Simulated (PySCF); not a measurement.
# Ta(NH)(NH2)3: geometry, NMR shifts and electronic excitations

What NMR shifts and electronic excitations should Ta(NH)(NH2)3 (`[NH]=[Ta]([NH2])([NH2])[NH2]`) show?

The runs use PySCF 2.14.0, with density-fitted response routines of our own; the level of theory stands in each step. All values are computed, except where a source is named. Atoms count from 0, in the outputs and in this text.

### Step 1. The starting structure

12 atoms, charge 0, multiplicity 1; geometry from: GFN2-xTB. The atoms were then displaced at random by about 0.03 Å, so the start is not that level's minimum.

Bonds of the start (Å): Ta0–N1 1.77, Ta0–N3 2.04, Ta0–N6 2.08, Ta0–N9 1.97, N1–H2 0.99, N3–H4 1.01, N3–H5 0.92, N6–H7 1.01, N6–H8 0.97, N9–H10 1.02, N9–H11 0.99.

### Step 2. Geometry optimisation at PBE0-D3(BJ)/def2-SVP

Job settings and geometry (Å):

```
{"job": {"xc": "PBE0", "basis": "def2-SVP", "d3": "d3bj", "grid": 1, "maxiter": 40, "shake": 0.03, "kind": "geom"}, "charge": 0, "multiplicity": 1}
Ta     0.062310    -0.074910     0.189930
N     -0.008810    -0.002630     1.961830
H     -0.050310     0.009130     2.954280
N      2.003060    -0.020130    -0.444200
H      2.169620    -0.032310    -1.443160
H      2.741590    -0.032520     0.109540
N     -0.904400     1.652820    -0.434000
H     -1.295250     2.422470     0.098480
H     -1.094740     1.899660    -1.354920
N     -0.982990    -1.645450    -0.385170
H     -1.123530    -1.903800    -1.364000
H     -1.401070    -2.355090     0.162380
```

Command:

```sh
$ OMP_NUM_THREADS=1 python probes_run.py task.json out
```

This one command runs all jobs of the session in turn.

Standard output:

```text
step   0  E = -279.92484472  max force = 0.116425
step   1  E = -279.94090755  max force = 0.027341
step   2  E = -279.94267354  max force = 0.009504
step   3  E = -279.94338964  max force = 0.005247
step   4  E = -279.94344886  max force = 0.001525
step   5  E = -279.94347008  max force = 0.000585
step   6  E = -279.94347832  max force = 0.000434
optimisation converged
```

It took 2.5 min on 1 thread of Intel Xeon at 2.50GHz, shared host; peak memory 0.49 GiB.

Along the way:

| step | energy from step 0 (eV) | largest force component (eV/Å) |
| --- | --- | --- |
| 0 | 0.0000 | 5.9868 |
| 1 | -0.4371 | 1.4059 |
| 2 | -0.4851 | 0.4887 |
| 3 | -0.5046 | 0.2698 |
| 4 | -0.5062 | 0.0784 |
| 5 | -0.5068 | 0.0301 |
| 6 | -0.5070 | 0.0223 |

Distances of close pairs at the start and the end, largest changes first:

| bond | before (Å) | after (Å) | change (Å) |
| --- | --- | --- | --- |
| N3–H5 | 0.923 | 1.015 | +0.092 |
| Ta0–N6 | 2.076 | 2.002 | -0.073 |
| N6–H8 | 0.972 | 1.018 | +0.045 |
| Ta0–N3 | 2.042 | 2.001 | -0.041 |
| Ta0–N9 | 1.972 | 2.001 | +0.029 |
| N9–H11 | 0.989 | 1.015 | +0.026 |
| N1–H2 | 0.993 | 1.011 | +0.018 |
| Ta0–N1 | 1.775 | 1.769 | -0.006 |

The end geometry stands in the next job.

| at the end point | value |
| --- | --- |
| point group (found at 0.08 Å tolerance) | C3 |
| rotational constants (GHz, main isotopes) | 2.982, 2.971, 2.664 |
| dipole moment (D) | 1.89 |

### Step 3. Nuclear shieldings: PBE0/def2-TZVP+pcSseg-1

Job settings and geometry (Å):

```
{"job": {"kind": "nmr", "xc": "PBE0", "basis": {"default": "pcSseg-1", "Ta": "def2-TZVP"}}, "charge": 0, "multiplicity": 1}
Ta     0.006105    -0.003079     0.179562
N      0.016161     0.008976     1.948366
H      0.023958     0.011906     2.959720
N      1.909899    -0.039403    -0.435888
H      2.206984    -0.033859    -1.409012
H      2.732794    -0.065923     0.157689
N     -0.922592     1.658570    -0.442031
H     -1.297716     2.394052     0.148582
H     -1.103299     1.894474    -1.415238
N     -0.969039    -1.643194    -0.422941
H     -1.094440    -1.920702    -1.393734
H     -1.393335    -2.344578     0.175914
```

Method: GIAO PBE0/pcSseg-1 Ta:def2-TZVP NMR shielding, scalar relativity only through core potentials, gas phase.

Standard output:

```text
coarse grid: 46664 points
cycle   1  E = -279.7536149102  dE = -1.985e+01  |g| = 1.144e+00  |ddm| = 7.617e+00
cycle   2  E = -279.5847722887  dE =  1.688e-01  |g| = 1.374e+00  |ddm| = 2.561e+00
cycle   3  E = -280.0778948380  dE = -4.931e-01  |g| = 2.833e-01  |ddm| = 1.607e+00
cycle   4  E = -280.0892887587  dE = -1.139e-02  |g| = 1.882e-01  |ddm| = 2.572e-01
cycle   5  E = -280.0968614949  dE = -7.573e-03  |g| = 1.349e-02  |ddm| = 9.294e-02
cycle   6  E = -280.0969080940  dE = -4.660e-05  |g| = 4.347e-03  |ddm| = 1.259e-02
cycle   7  E = -280.0969114345  dE = -3.340e-06  |g| = 2.054e-03  |ddm| = 3.805e-03
final grid: 97128 points
cycle   8  E = -280.0969446444  dE =  1.639e-06  |g| = 3.426e-03  |ddm| = 3.572e-03
cycle   9  E = -280.0969395678  dE =  5.077e-06  |g| = 5.891e-03  |ddm| = 5.822e-03
cycle  10  E = -280.0969472912  dE = -7.723e-06  |g| = 8.841e-05  |ddm| = 3.666e-03
cycle  11  E = -280.0969472918  dE = -5.302e-10  |g| = 8.545e-05  |ddm| = 1.051e-04
cycle  12  E = -280.0969472934  dE = -1.610e-09  |g| = 6.430e-06  |ddm| = 4.667e-05
cycle  13  E = -280.0969472934  dE = -8.924e-12  |g| = 4.938e-06  |ddm| = 8.207e-06
converged SCF energy = -280.0969472934

GIAO shielding tensors (ppm)
atom      isotropic    diamagn.    paramagn.     s11        s22        s33       span
  0 Ta         nan         nan         nan        nan        nan        nan        nan
  1 N      -59.271     320.406    -379.678   -190.163   -188.766    201.115    391.278
  2 H       26.965      31.415      -4.451     22.382     22.392     36.119     13.736
  3 N      157.050     315.459    -158.409      8.837    217.398    244.916    236.079
  4 H       28.231      30.525      -2.294     25.557     26.558     32.580      7.023
  5 H       27.341      29.794      -2.452     24.011     24.681     33.332      9.321
  6 N      157.167     315.496    -158.329      9.014    217.233    245.254    236.240
  7 H       27.356      29.803      -2.448     24.032     24.676     33.360      9.329
  8 H       28.227      30.530      -2.303     25.563     26.555     32.562      6.999
  9 N      156.700     315.527    -158.827      7.879    216.948    245.272    237.393
 10 H       28.212      30.540      -2.328     25.543     26.573     32.521      6.979
 11 H       27.344      29.795      -2.451     24.037     24.637     33.359      9.322
```

Wall time 50 s (1 thread of Intel Xeon at 2.50GHz, shared host); peak memory 0.82 GiB.

The references, computed at this level on geometries of the same kind, shield at (ppm): ¹H TMS 31.27, ¹⁵N NH3 265.7. Their shielding less the atom's gives the shift. The references are single molecules in the gas phase, so shifts against H2O, NH3, PH3, H3PO4 or CFCl3 are not on the usual liquid scales and can be off by tens of ppm. Atoms listed in one row are averaged.

| atoms | environment | σ (ppm) | δ (ppm) |
| --- | --- | --- | --- |
| H2 | hydrogen on a nitrogen bonded to Ta | 26.96 | 4.30 |
| H4, H5, H7, H8, H10, H11 | hydrogen on a nitrogen bonded to Ta | 27.79 | 3.48 |
| N1 | nitrogen bonded to Ta, H | -59.3 | 324.9 |
| N3, N6, N9 | nitrogen bonded to Ta, 2 H | 157.0 | 108.7 |

Atoms past Kr carry core potentials, so their printed shieldings have no meaning and are left out of the table.

Charges from the same density, by scheme (e):

| atoms | Mulliken | ESP fit |
| --- | --- | --- |
| Ta0 | 1.05 | 2.35 |
| N1 | -0.47 | -1.24 |
| N3, N6, N9 | -0.62 | -1.50 |

Mayer bond orders: Ta0–N1 2.25, Ta0–N3 1.12, Ta0–N6 1.12, Ta0–N9 1.12.

With diffuse functions Mulliken charges and Mayer bond orders lose their meaning; the other schemes are steadier.

Orbitals, density, ELF and potential are computed afterwards from the orbital file.

Frontier orbitals at PBE0/def2-TZVP+pcSseg-1, with the share of their density that lies nearest to each atom:

| orbital | energy (eV) | lies on |
| --- | --- | --- |
| HOMO | -6.42 | N3, N6, N9 about 26 % each |
| LUMO | 0.16 | Ta0 25 %; H4, H8, H10 about 14 % each; H2 7 % |

ELF in a plane through or near 4 of the atoms.

Ten even steps from ' ' (0.00) to '@' (0.99):
```
                                                        
                                                        
                                                        
                                ..====::                
                          ::::==##@@@@@@--              
                        ..++++**%%@@@@@@==              
              ..::--..  ..++######%%%%##::              
            ..::==**++..  ::**######**==::              
        --%%%%########....**==::==####**--              
        %%@@@@@@%%####::##====##::......                
        ##@@@@@@######::##----##::                      
          ==++++++**++..::++==::--**++==..              
              ..====::    --**######++==..              
                ....    ::**######%%**--..              
                        --++++%%@@@@@@##..              
                        ..::--%%@@@@@@##                
                              ::**##++..                
                                                        
                                                        
                                                        
```
The map spans 10.7 Å across and 10.0 Å up, centred on the molecule. Atoms in the plane (x, y in Å): Ta0 (0.0, 0.0), H5 (1.3, -2.4), H7 (-2.7, 0.1), H11 (1.5, 2.3).

log10 of the density (e/Å³) in the same plane.

Values, 10 rows by 14 columns:
```
-4.0 -4.0 -4.0 -4.0 -4.0 -4.0 -4.0 -4.0 -4.0 -4.0 -4.0 -4.0 -4.0 -4.0
-4.0 -4.0 -4.0 -4.0 -4.0 -4.0 -4.0 -3.5 -3.1 -3.2 -3.8 -4.0 -4.0 -4.0
-4.0 -4.0 -4.0 -4.0 -3.5 -3.1 -2.3 -1.5 -0.8 -0.9 -1.9 -3.4 -4.0 -4.0
-4.0 -4.0 -3.4 -2.4 -1.8 -1.7 -1.4 -0.5  0.2 -0.3 -1.5 -2.9 -4.0 -4.0
-4.0 -3.7 -1.9 -0.9 -0.4 -0.5 -0.4  0.1 -0.3 -0.9 -1.8 -3.0 -4.0 -4.0
-4.0 -3.5 -1.6 -0.3  0.0 -0.2  0.4  0.4 -0.2 -1.4 -2.2 -3.3 -4.0 -4.0
-4.0 -4.0 -3.0 -2.1 -1.5 -1.3 -1.1 -0.3  0.0 -0.8 -1.8 -3.2 -4.0 -4.0
-4.0 -4.0 -4.0 -3.8 -3.0 -2.5 -1.7 -0.8  0.1 -0.6 -1.9 -3.5 -4.0 -4.0
-4.0 -4.0 -4.0 -4.0 -4.0 -3.8 -2.9 -2.1 -1.5 -1.8 -3.0 -4.0 -4.0 -4.0
-4.0 -4.0 -4.0 -4.0 -4.0 -4.0 -4.0 -4.0 -3.8 -4.0 -4.0 -4.0 -4.0 -4.0
```
The map spans 10.7 Å across and 10.0 Å up, centred on the molecule. Atoms in the plane (x, y in Å): Ta0 (0.0, 0.0), H5 (1.3, -2.4), H7 (-2.7, 0.1), H11 (1.5, 2.3).

On the surface of density 0.002 e/bohr³ the electrostatic potential runs, from the 1st to the 99th percentile, from -1.25 V near N3 to 2.39 V near Ta0.

### Step 4. Ultraviolet spectrum: PBE0/def2-SVPD

Settings changed since step 3:

```diff
@@ -1,2 +1,2 @@
-{"job": {"kind": "nmr", "xc": "PBE0", "basis": {"default": "pcSseg-1", "Ta": "def2-TZVP"}}, "charge": 0, "multiplicity": 1}
+{"job": {"kind": "uv", "xc": "PBE0", "basis": "def2-SVPD", "ip": true, "nstates": 10}, "charge": 0, "multiplicity": 1}
 Ta     0.006105    -0.003079     0.179562
```

Method: TDDFT PBE0/def2-SVPD, vertical, gas phase, core orbitals frozen in the response.

Standard output:

```text
coarse grid: 46664 points
cycle   1  E = -279.2665587027  dE = -1.230e+01  |g| = 1.609e+00  |ddm| = 9.189e+00
cycle   2  E = -278.6934319003  dE =  5.731e-01  |g| = 2.054e+00  |ddm| = 6.003e+00
cycle   3  E = -279.9360465771  dE = -1.243e+00  |g| = 3.156e-01  |ddm| = 4.222e+00
cycle   4  E = -279.9261177348  dE =  9.929e-03  |g| = 3.914e-01  |ddm| = 7.066e-01
cycle   5  E = -279.9609474217  dE = -3.483e-02  |g| = 3.417e-02  |ddm| = 3.865e-01
cycle   6  E = -279.9610840312  dE = -1.366e-04  |g| = 2.514e-02  |ddm| = 6.146e-02
cycle   7  E = -279.9612242220  dE = -1.402e-04  |g| = 2.146e-03  |ddm| = 2.160e-02
cycle   8  E = -279.9612253377  dE = -1.116e-06  |g| = 7.522e-04  |ddm| = 4.089e-03
final grid: 97128 points
cycle   9  E = -279.9612636073  dE =  4.231e-07  |g| = 1.559e-03  |ddm| = 5.968e-03
cycle  10  E = -279.9612603394  dE =  3.268e-06  |g| = 4.033e-03  |ddm| = 5.041e-03
cycle  11  E = -279.9612641823  dE = -3.843e-06  |g| = 2.924e-04  |ddm| = 3.620e-03
cycle  12  E = -279.9612642017  dE = -1.942e-08  |g| = 4.872e-05  |ddm| = 3.297e-04
cycle  13  E = -279.9612642023  dE = -5.816e-10  |g| = 7.003e-06  |ddm| = 5.992e-05
converged SCF energy = -279.9612642023

Static polarisability (au): isotropic 77.925, principal 77.403 77.575 78.796

Singlet excitations
state   eV       nm        f      main configurations
  1   5.1833    239.2   0.00003   H->L 0.89
  2   5.6736    218.5   0.00262   H->L+1 0.81, H->L 0.09
  3   5.7057    217.3   0.04280   H->L+2 0.82
  4   5.7191    216.8   0.03940   H->L+3 0.76
  5   5.7755    214.7   0.00008   H-1->L+2 0.47, H-2->L+3 0.30, H-2->L+1 0.09
  6   5.9552    208.2   0.00759   H-1->L 0.24, H-1->L+2 0.18, H-2->L+1 0.14
  7   5.9624    207.9   0.00656   H-2->L 0.24, H-1->L+3 0.21, H-2->L+2 0.18
  8   6.0099    206.3   0.00160   H-1->L 0.32, H-2->L+2 0.19, H-1->L+1 0.18
  9   6.0186    206.0   0.00216   H-2->L 0.34, H-2->L+3 0.25, H-1->L+2 0.17
 10   6.3414    195.5   0.04664   H-1->L+1 0.39, H-4->L 0.12, H->L+4 0.10

Triplet excitations (Tamm-Dancoff, eV): 5.0606 5.0981 5.1569 5.1599
Vertical ionisation energy (delta-SCF) = 8.3994 eV
```

It took 4.7 min on 1 thread of Intel Xeon at 2.50GHz, shared host; peak memory 0.83 GiB.

The orbitals next to the gap, with their largest atomic shares:

| orbital | eV | atoms |
| --- | --- | --- |
| HOMO−3 | -7.93 | N9 26 %, N6 26 %, Ta0 22 % |
| HOMO−2 | -7.29 | N1 50 %, Ta0 20 %, N9 9 % |
| HOMO−1 | -7.28 | N1 50 %, Ta0 19 %, N3 9 % |
| HOMO | -6.64 | N6 27 %, N3 27 %, N9 26 % |
| LUMO | -0.08 | Ta0 51 %, H10 7 %, H4 6 % |
| LUMO+1 | 0.38 | Ta0 53 %, N9 9 %, N1 8 % |
| LUMO+2 | 0.39 | Ta0 56 %, N1 12 %, N9 10 % |

With each of the 10 states as a Gaussian band of 0.4 eV half-width at 1/e, the curve within the window shown has maxima at 214 nm (ε 4,200) L/(mol cm). Beyond the last state computed it falls off for lack of states. The curve at chosen wavelengths:

```csv
nm,ε (L/mol/cm)
187,1136
190,1637
194,2250
197,2617
200,2930
204,3345
207,3675
210,3971
214,4175
217,4098
220,3803
224,3148
227,2556
230,1967
233,1438
237,880
240,579
243,366
247,188
250,109
253,62
257,28
260,15
263,8
267,3
270,2
```

Leading natural transition orbitals of singlet state 10: the hole lies on N1 60 %; Ta0 10 %; N3, N6 about 7 % each; the particle on Ta0 21 %; N1 11 %; 5 H atoms about 9 % each.

Leading natural transition orbitals of singlet state 1: the hole lies on N3, N6, N9 about 26 % each; the particle on Ta0 25 %; H4, H8, H10 about 16 % each.

Further results of this job:

| property | computed |
| --- | --- |
| dipole moment (D) | 1.83 |
| polarisability (Å³) | 11.55 |
| HOMO–LUMO gap (eV) | 6.55 |
| −ε(HOMO) (eV) | 6.64 |

### Step 5. Nuclear shieldings: B3LYP/def2-TZVP+pcSseg-1

Settings changed since step 4:

```diff
@@ -1,2 +1,2 @@
-{"job": {"kind": "uv", "xc": "PBE0", "basis": "def2-SVPD", "ip": true, "nstates": 10}, "charge": 0, "multiplicity": 1}
+{"job": {"kind": "nmr", "xc": "B3LYP", "basis": {"default": "pcSseg-1", "Ta": "def2-TZVP"}, "pop": false}, "charge": 0, "multiplicity": 1}
 Ta     0.006105    -0.003079     0.179562
```

Method: GIAO B3LYP/pcSseg-1 Ta:def2-TZVP NMR shielding, scalar relativity only through core potentials, gas phase.

Standard output:

```text
coarse grid: 46664 points
cycle   1  E = -280.0150630749  dE = -1.978e+01  |g| = 1.192e+00  |ddm| = 7.628e+00
cycle   2  E = -279.7343221840  dE =  2.807e-01  |g| = 1.566e+00  |ddm| = 2.898e+00
cycle   3  E = -280.3807037709  dE = -6.464e-01  |g| = 2.475e-01  |ddm| = 1.884e+00
cycle   4  E = -280.3848040942  dE = -4.100e-03  |g| = 2.218e-01  |ddm| = 2.569e-01
cycle   5  E = -280.3953614933  dE = -1.056e-02  |g| = 1.906e-02  |ddm| = 1.108e-01
cycle   6  E = -280.3954376219  dE = -7.613e-05  |g| = 1.224e-02  |ddm| = 1.992e-02
cycle   7  E = -280.3954701810  dE = -3.256e-05  |g| = 1.034e-03  |ddm| = 7.892e-03
cycle   8  E = -280.3954704171  dE = -2.362e-07  |g| = 3.020e-04  |ddm| = 1.047e-03
final grid: 97128 points
cycle   9  E = -280.3954929199  dE =  1.517e-08  |g| = 5.588e-04  |ddm| = 9.849e-04
cycle  10  E = -280.3954927039  dE =  2.160e-07  |g| = 1.138e-03  |ddm| = 1.006e-03
cycle  11  E = -280.3954929822  dE = -2.783e-07  |g| = 1.951e-04  |ddm| = 6.736e-04
cycle  12  E = -280.3954929905  dE = -8.306e-09  |g| = 3.647e-05  |ddm| = 1.308e-04
cycle  13  E = -280.3954929908  dE = -2.996e-10  |g| = 2.797e-06  |ddm| = 2.368e-05
converged SCF energy = -280.3954929908

GIAO shielding tensors (ppm)
atom      isotropic    diamagn.    paramagn.     s11        s22        s33       span
  0 Ta         nan         nan         nan        nan        nan        nan        nan
  1 N      -62.980     320.217    -383.197   -193.670   -192.261    196.993    390.663
  2 H       27.023      31.593      -4.571     22.540     22.550     35.978     13.439
  3 N      153.200     314.448    -161.249      4.767    212.882    241.951    237.183
  4 H       28.408      30.550      -2.143     25.895     26.863     32.465      6.570
  5 H       27.477      29.847      -2.370     24.231     24.958     33.242      9.011
  6 N      153.305     314.485    -161.179      4.905    212.709    242.303    237.399
  7 H       27.491      29.856      -2.365     24.252     24.952     33.270      9.018
  8 H       28.402      30.555      -2.152     25.900     26.861     32.446      6.546
  9 N      152.850     314.518    -161.668      3.800    212.422    242.329    238.529
 10 H       28.389      30.565      -2.176     25.879     26.880     32.407      6.528
 11 H       27.480      29.849      -2.369     24.257     24.912     33.270      9.013
```

Wall time 33 s (1 thread of Intel Xeon at 2.50GHz, shared host); peak memory 0.66 GiB.

In short: δ N1 326.5, N3 110.4, H2 4.36, H4 3.44 ppm (means over like atoms).

### Step 6. Side by side: NMR shifts

Shifts (ppm), means over like atoms, with basis size and wall time:

| run | H2 | H4 | N1 | N3 | functions | time |
| --- | --- | --- | --- | --- | --- | --- |
| PBE0/def2-TZVP+pcSseg-1 | 4.30 | 3.48 | 324.9 | 108.7 | 143 | 50 s |
| B3LYP/def2-TZVP+pcSseg-1 | 4.36 | 3.44 | 326.5 | 110.4 | 143 | 33 s |

### Step 7. Summary of results

| quantity | value |
| --- | --- |
| point group | C3 |
| rotational constants (main isotopes) | 2.98, 2.97, 2.66 GHz |
| ¹H shifts against TMS (PBE0/def2-TZVP+pcSseg-1, means over atoms taken as alike) | 4.30, 3.48 ppm |
| ¹⁵N shifts against NH3 (PBE0/def2-TZVP+pcSseg-1, means over atoms taken as alike) | 324.9, 108.7 ppm |
| surface potential, 1st and 99th percentile | -1.25 V and 2.39 V |
| lowest singlet (PBE0/def2-SVPD) | 5.18 eV (239 nm), f = 0.000 |
| brightest single state of those computed | state 10, 6.34 eV, f = 0.047 |
| lowest triplet | 5.06 eV |
| vertical ionisation energy (ΔSCF) | 8.40 eV |
| range of the shift of N3 | 108.7 to 110.4 ppm |

The start was shaken at random, so part of the energy gained undoes that. Over 6 steps the energy fell by 0.507 eV; of the close pairs, N3–H5 changed most, 0.923 to 1.015 Å. No frequency check was run at this level, so the end point may be a saddle. At PBE0/def2-TZVP+pcSseg-1: The widest tensor belongs to N1: span 391 ppm, with a paramagnetic part of -380 ppm. The first singlet state (HOMO→LUMO 0.89) lies at 5.18 eV and is dark; of the 10 states computed, the strongest absorption comes from states 3 to 4 together at 5.71 eV (the last state computed is bright too, and its partners may lie past the list). The lowest triplet lies 0.12 eV below the lowest singlet (triplets in Tamm-Dancoff, singlets in full TDDFT). Spin-orbit coupling, left out, mixes singlets and triplets in elements this heavy. The orbital energy would give 6.64 eV for ionisation, ΔSCF gives 8.40 eV. In ppm, N3 (with its like atoms) moves most: its shift spreads over 1.7 ppm, from 108.7 (PBE0/def2-TZVP+pcSseg-1) to 110.4 (B3LYP/def2-TZVP+pcSseg-1). Spin-orbit coupling is left out, which matters for shieldings and couplings at and beside the heavy atoms.
